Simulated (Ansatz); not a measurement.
CH₅BrGe, SMILES [CH3][GeH2][Br], harmonic frequencies at the relaxed geometry

Program: Ansatz 0.2.0, Python API.

Interactive session:
```pycon
>>> import ansatz as az
>>> from ase import Atoms
>>> from ase.thermochemistry import IdealGasThermo
>>> import numpy as np
>>> params = {
...     "basis_set": "def2-SVP",
...     "xc": "HF",
... }
>>> geometry_ang = [
...     ("C", [-0.5874, 0.7332, -0.338]),
...     ("Ge", [0.4517, -0.7523, 0.1551]),
...     ("Br", [1.6655, -0.2151, 2.0365]),
...     ("H", [0.0952, 1.6555, -0.5722]),
...     ("H", [-1.3194, 1.0271, 0.4662]),
...     ("H", [-1.229, 0.5413, -1.254]),
...     ("H", [1.4402, -1.1041, -1.005]),
...     ("H", [-0.4246, -1.9426, 0.4556]),
... ]
>>> mol = az.Crystal.molecule()
>>> for symbol, xyz in geometry_ang:
...     mol = mol.atom(symbol, xyz)
...
>>> base = mol.calculation().basis(gaussian=params["basis_set"]).functional(params["xc"])
>>> symbols = [site.symbol for site in mol.cartesian_sites]
>>> start = np.array([site.position_ang for site in mol.cartesian_sites], dtype=float)
>>> r = base.relax(force_tolerance=0.003).run(threads=1).report

>>> end = np.array(r["positions_ang"])
>>> print("final positions (A) and the move of each atom")
final positions (A) and the move of each atom
>>> for symbol, xyz, old in zip(symbols, end, start):
...     print(f"{symbol:2s} {xyz[0]:10.5f} {xyz[1]:10.5f} {xyz[2]:10.5f}   {np.linalg.norm(xyz - old):7.4f}")
...
C    -0.62075    0.78997   -0.36098    0.0697
Ge    0.44979   -0.76701    0.11722    0.0407
Br    1.68224   -0.23821    2.03178    0.0289
H     0.02587    1.64315   -0.56582    0.0707
H    -1.29473    1.04986    0.45515    0.0353
H    -1.21351    0.57573   -1.25236    0.0378
H     1.47006   -1.13057   -0.96181    0.0588
H    -0.40678   -1.97992    0.48101    0.0485
>>> minimum = az.Crystal.molecule()
>>> for symbol, place in zip(symbols, end):
...     minimum = minimum.atom(symbol, place.tolist())
...
>>> vibrating = (
...     minimum.calculation()
...     .basis(gaussian=params["basis_set"])
...     .functional(params["xc"])
...     .phonons(temperatures=(200, 600, 100))
... )
>>> vib = vibrating.run(threads=1).report["vibrations"]
>>> sums = vib["harmonic_sums"]
>>> modes = [m["omega_inv_cm"] for m in sums["modes_at_gamma"] if m["rigid_motion"] == "no"]
>>> for number, w in enumerate(modes, start=1):
...     print(f"mode {number:2d} {w:9.1f} 1/cm {w / 8065.544 * 1000:8.2f} meV")
...
mode  1     144.1 1/cm    17.87 meV
mode  2     157.6 1/cm    19.54 meV
mode  3     304.3 1/cm    37.73 meV
mode  4     482.6 1/cm    59.84 meV
mode  5     636.6 1/cm    78.93 meV
mode  6     667.1 1/cm    82.71 meV
mode  7     764.5 1/cm    94.79 meV
mode  8     919.3 1/cm   113.98 meV
mode  9     930.8 1/cm   115.41 meV
mode 10     955.6 1/cm   118.49 meV
mode 11    1391.0 1/cm   172.46 meV
mode 12    1554.2 1/cm   192.69 meV
mode 13    1559.0 1/cm   193.30 meV
mode 14    2265.1 1/cm   280.84 meV
mode 15    2276.7 1/cm   282.27 meV
mode 16    3183.9 1/cm   394.76 meV
mode 17    3283.5 1/cm   407.11 meV
mode 18    3298.3 1/cm   408.93 meV
>>> print("imaginary modes:", sum(w < 0 for w in modes), " zero-point energy:", round(sums["zero_point_energy_ev"], 4), "eV")
imaginary modes: 0  zero-point energy: 1.5358 eV
>>> gas = IdealGasThermo(vib_energies=[w / 8065.544 for w in modes if w > 0], geometry="linear" if len(modes) == 3 * len(symbols) - 5 else "nonlinear",
...                      atoms=Atoms(symbols, positions=end), symmetrynumber=1, spin=0.0)
>>> print(f"H(298 K) - E = {gas.get_enthalpy(298.15, verbose=False):.4f} eV")
H(298 K) - E = 1.7053 eV
>>> print(f"S(298 K, 1 bar) = {96485.33 * gas.get_entropy(298.15, 1e5, verbose=False):.1f} J/(mol K) with symmetry number 1")
S(298 K, 1 bar) = 321.6 J/(mol K) with symmetry number 1
```

Reading the output:
- The frequencies are harmonic and unscaled, in a modest basis. The result belongs to the one conformer reached from this start, and soft torsions count as harmonic oscillators.
- The entropy takes a symmetry number of 1; a symmetric molecule's is lower by R ln(sigma).
- Timing: 2.3 min on 1 thread of Arm Neoverse V1, with other jobs on the host, peak memory 0.36 GiB.

(Lines on the test bed's own set-up are left out of the output.)
